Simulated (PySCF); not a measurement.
# SnF: bond curves at several levels of theory

An exercise on one series of results from a longer session: the logs are not shown, and one member is left open.

Program: PySCF 2.14.0. Level of theory: Sn def2-SVPD with ECP28, F def2-SVPD, scalar-relativistic core potentials. These are calculated values, not measurements.

Set-up of the first run:

Settings of the job:

| Item | Value |
| --- | --- |
| atoms | Sn, F |
| charge | 0 |
| basis | Sn def2-SVPD with ECP28, F def2-SVPD |
| Hamiltonian | scalar-relativistic core potentials |
| basis functions | 55 |
| electrons treated | 31 |
| masses in u | 119.9022, 18.9984 |
| levels | PBE0, PBE, r²SCAN, revPBE, B2PLYP, B3LYP, HSE06, HF, MP2, SCS-MP2, CCSD, CCSD(T) |
| grid | 80 radial by 434 angular points |
| occupations | held fixed by the projection of orbital angular momentum |
| dissociation limit | Sn + F, each in its ground configuration |
| starting distance in angstrom | 1.965 |
| values of 2S to try | 1, 3 |

On the command line:

```bash
$ OMP_NUM_THREADS=1 python dia.py task.json out
```

Steps of the session up to this table: Input; First curve: PBE0; Other states along the same grid; PBE; r²SCAN (meta-GGA); revPBE (GGA); B2PLYP (double hybrid); B3LYP (global hybrid GGA); HSE06 (range-separated hybrid); UHF (mean field); Adding correlation.

One of the session's tables, all rows but one given; the rest of the session is left out.

Energy (eV) from each level's lowest point:

```
R (Å)    UHF  UHF-MP2  UHF-SCS-MP2  UHF-CCSD  UHF-CCSD(T)
1.715  1.015    1.197        1.204       n/a          n/a
1.795  0.401    0.526        0.531     0.506        0.528
1.874  0.093    0.164        0.167     0.152        0.165
1.934      ?        ?            ?         ?            ?
1.994  0.000    0.000        0.000     0.000        0.000
2.054  0.062    0.031        0.029     0.036        0.030
2.134  0.216    0.149        0.145     0.161        0.146
2.233  0.482    0.377        0.370     0.396        0.371
2.353  0.856    0.717        0.706     0.742        0.707
2.512  1.383    1.214        1.197       n/a          n/a
```

Q: Estimate the row for R (Å) = 1.934 from the others.

Worked estimate for «UHF». A straight line through the neighbours (1.874, 0.093) and (1.994, 0.000) gives 0.093 + (0.000 − 0.093) × (1.934 − 1.874) / (1.994 − 1.874) = 0.047; a parabola fitted to 4 rows on both sides gives -0.003.

**Answer.** UHF: 0.003; UHF-MP2: 0.037; UHF-SCS-MP2: 0.038; UHF-CCSD: 0.031; UHF-CCSD(T): 0.037. In «UHF» the line misses by +0.044 and the parabola by -0.006.

Limits of these values: Lowest PBE0 solution found, without spin–orbit coupling: ²Π (doublet), unpaired electrons π ↑. Warnings in the runs' records: inverted.
